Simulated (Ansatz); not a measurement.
# SbTeI: the cost of one run

Method: DFT PBE, scalar-relativistic, plane waves, PAW, in Ansatz 0.2.0.

## 1. The starting structure

The structure is hexagonal, space group P-6m2 (No. 187). Conventional cell: a = 5.143 Å, b = 5.143 Å, c = 4.895 Å, α = 90.00°, β = 90.00°, γ = 120.00°. Sb (site symmetry -6m2) is surrounded by 3 Te at 2.97 Å and 6 I at 3.85 Å. Around Te (site symmetry -6m2) lie 3 Sb at 2.97 Å. I (site symmetry -6m2) is surrounded by 6 Sb at 3.85 Å and 6 Te at 3.85 Å.

As a file:

```cif
data_structure
_symmetry_space_group_name_H-M 'P 1'
_symmetry_Int_Tables_number 1
_cell_length_a 5.1433
_cell_length_b 5.1433
_cell_length_c 4.8948
_cell_angle_alpha 90.000
_cell_angle_beta 90.000
_cell_angle_gamma 120.000
_cell_volume 112.14
loop_
_atom_site_label
_atom_site_type_symbol
_atom_site_fract_x
_atom_site_fract_y
_atom_site_fract_z
_atom_site_occupancy
Sb1 Sb 0.00000 0.00000 0.50000 1
Te1 Te 0.33333 0.66667 0.50000 1
I1 I 0.66667 0.33333 0.00000 1
```

The cell was relaxed beforehand at this level, from a database cell with other species swapped in; it is a trial structure. At a tolerance of 0.05 Å it has space group P-6m2 (No. 187); it has 37.38 Å³/atom, an uncorrected energy of +0.23 eV/atom over the elements.

## 2. Electronic structure at the relaxed geometry

File input.yaml:

```yaml
crystal:
  lattice:
    - [5.1433141969, 0.0, 0.0]
    - [-2.5716570985, 4.4542407542, 0.0]
    - [0.0, 0.0, 4.8947843014]
  atoms:
    - { symbol: Sb, position: [0.0, 0.0, 0.5] }
    - { symbol: Te, position: [0.3333333333, 0.6666666667, 0.5] }
    - { symbol: I, position: [0.6666666667, 0.3333333333, 0.0] }
basis:
  ecutwfc: 420
kpoints:
  mp_grid: { grid: [12, 12, 10] }
  band_path:
    path:
      - [[0.0, 0.0, 0.0], [0.5, 0.0, 0.0], [0.33333333, 0.33333333, 0.0], [0.0, 0.0, 0.0], [0.0, 0.0, 0.5], [0.5, 0.0, 0.5], [0.33333333, 0.33333333, 0.5], [0.0, 0.0, 0.5]]
      - [[0.5, 0.0, 0.5], [0.5, 0.0, 0.0]]
      - [[0.33333333, 0.33333333, 0.5], [0.33333333, 0.33333333, 0.0]]
    npoints: 14
hamiltonian:
  xc: pbe
scf:
  occupations: { method: gaussian, width: 0.1 }
  n_extra_bands: 7
output:
  forces: true
  stress: true
  eigenvalues: true
  populations: true
  dos: { projected: true, de: 0.02, nscf_kmesh: { grid: [15, 15, 12] } }
  bader: true
  write_density: true
  write_potential: true
  elf: true
  volumetric_format: npy
```

Command:

```bash
$ ansatz run input.yaml --threads 1 --pin off --max-ram 2048MiB --backend cpu --events-out ev --progress --plain --runs-dir out
```

Q: Estimate wall time and peak memory on 1 thread of Arm Neoverse V1, shared host.

About 2.3 min, with a peak of 0.7 GiB.
